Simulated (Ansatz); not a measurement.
**C2H5AlCl2O: a ladder of functionals and wavefunction methods**

An exercise on one series of results from a longer session: the logs are not shown, and one member is left open.

Method: functionals in def2-TZVPP, the program's frozen cores in correlated methods; program: Ansatz 0.2.0, Gaussian basis.

Levels to be run: LDA (SPW92), PBE-D4, revPBE-D4, BLYP-D4, r2SCAN-D4, B97M-V, PBE0-D4, B3LYP-D4, r2SCANh-D4, r2SCAN0-D4, HSE06-D4, BHLYP-D4, CAM-B3LYP-D4, LC-ωPBE, ωB97X-V, ωB97M-V, B2PLYP, PBE-QIDH; CCSD(T)/def2-SVP; CCSD(T)/def2-TZVPP; MP2/def2-QZVPP; extrapolation to the limit; RPA on PBE.

### The geometry

The geometry comes from an earlier relaxation with PBE0-D4 in a triple-zeta def2 set; it is a stationary point, not always the lowest conformer.

SMILES `CC[O][Al]([Cl])[Cl]`, 11 atoms, charge 0, spin multiplicity 1.

Atoms are counted from 1 here; the program's logs count them from 0.

Bond lengths: C1–C2 1.510 Å, C1–H7 1.093 Å, C1–H8 1.093 Å, C1–H9 1.092 Å, C2–O3 1.409 Å, C2–H10 1.095 Å, C2–H11 1.097 Å, O3–Al4 1.665 Å, Al4–Cl5 2.081 Å, Al4–Cl6 2.071 Å. Angles: C2–C1–H7 110.4°, C2–C1–H8 110.9°, C2–C1–H9 110.5°, H7–C1–H8 108.1°, H7–C1–H9 108.5°, H8–C1–H9 108.4°, C1–C2–O3 110.9°, C1–C2–H10 110.1°, C1–C2–H11 110.1°, O3–C2–H10 107.7°, O3–C2–H11 110.7°, H10–C2–H11 107.3°, C2–O3–Al4 135.4°, O3–Al4–Cl5 120.7°, O3–Al4–Cl6 119.3°, Cl5–Al4–Cl6 120.0°.

The first run:

Input file in.yaml:

```yaml
crystal:
  periodic: [false, false, false]
  atoms:
    - {symbol: C, position_ang: [0.004926, -1.394970, 0.879372]}
    - {symbol: C, position_ang: [0.811868, -0.306760, 0.211422]}
    - {symbol: O, position_ang: [0.097233, 0.907034, 0.189112]}
    - {symbol: Al, position_ang: [-0.696873, 1.794334, -0.974680]}
    - {symbol: Cl, position_ang: [-0.725086, 1.164263, -2.957778]}
    - {symbol: Cl, position_ang: [-1.659218, 3.546318, -0.431134]}
    - {symbol: H, position_ang: [0.587051, -2.317954, 0.939853]}
    - {symbol: H, position_ang: [-0.907352, -1.604903, 0.315248]}
    - {symbol: H, position_ang: [-0.277050, -1.096348, 1.890938]}
    - {symbol: H, position_ang: [1.742045, -0.135538, 0.763851]}
    - {symbol: H, position_ang: [1.087955, -0.612477, -0.805606]}
basis:
  gaussian: {orbitals: def2-TZVPP}
hamiltonian: {xc: lda}
output: {orbitals: {seedname: orbitals}}
```

Among the steps run: LDA; PBE-D4 (GGA); revPBE-D4 (GGA); BLYP-D4 (GGA); r2SCAN-D4 (meta-GGA); B97M-V (meta-GGA); PBE0-D4 (hybrid); B3LYP-D4 (hybrid); r2SCANh-D4 (hybrid); r2SCAN0-D4 (hybrid); HSE06-D4 (hybrid); BHLYP-D4 (hybrid); CAM-B3LYP-D4 (range-separated); LC-ωPBE-D4 (range-separated; the results give it without D4); ωB97X-V (range-separated); ωB97M-V (range-separated); B2PLYP (double hybrid); PBE-QIDH (double hybrid).

One of the session's tables, all rows but one given; the rest of the session is left out.

It belongs to the step «Frontier levels by functional». 

```
  functional  HOMO (eV)  gap (eV)
 LDA (SPW92)      -7.23      5.25
      PBE-D4      -7.08      5.41
   revPBE-D4      -7.02      5.50
     BLYP-D4      -6.98      5.39
   r2SCAN-D4      -7.40      6.18
      B97M-V      -7.50      6.07
     PBE0-D4      -8.59      7.78
    B3LYP-D4      -8.36      7.27
  r2SCANh-D4      -7.97      7.01
  r2SCAN0-D4          ?         ?
    HSE06-D4      -8.19      7.00
    BHLYP-D4     -10.05     10.05
CAM-B3LYP-D4     -10.06     10.18
     LC-ωPBE     -11.43     12.84
     ωB97X-V     -11.08     12.26
     ωB97M-V     -10.98     11.86
```

Estimate the missing values for r2SCAN0-D4.

Worked estimate for «HOMO (eV)». Against the share of exact exchange, r2SCAN-D4 (0, -7.40), r2SCANh-D4 (0.1, -7.97) give a slope of -5.70 per unit share; at 0.25 the line stands at -8.82.

**Answer.** HOMO (eV): -8.82; gap (eV): 8.27. In «HOMO (eV)» the line misses by 0.00.
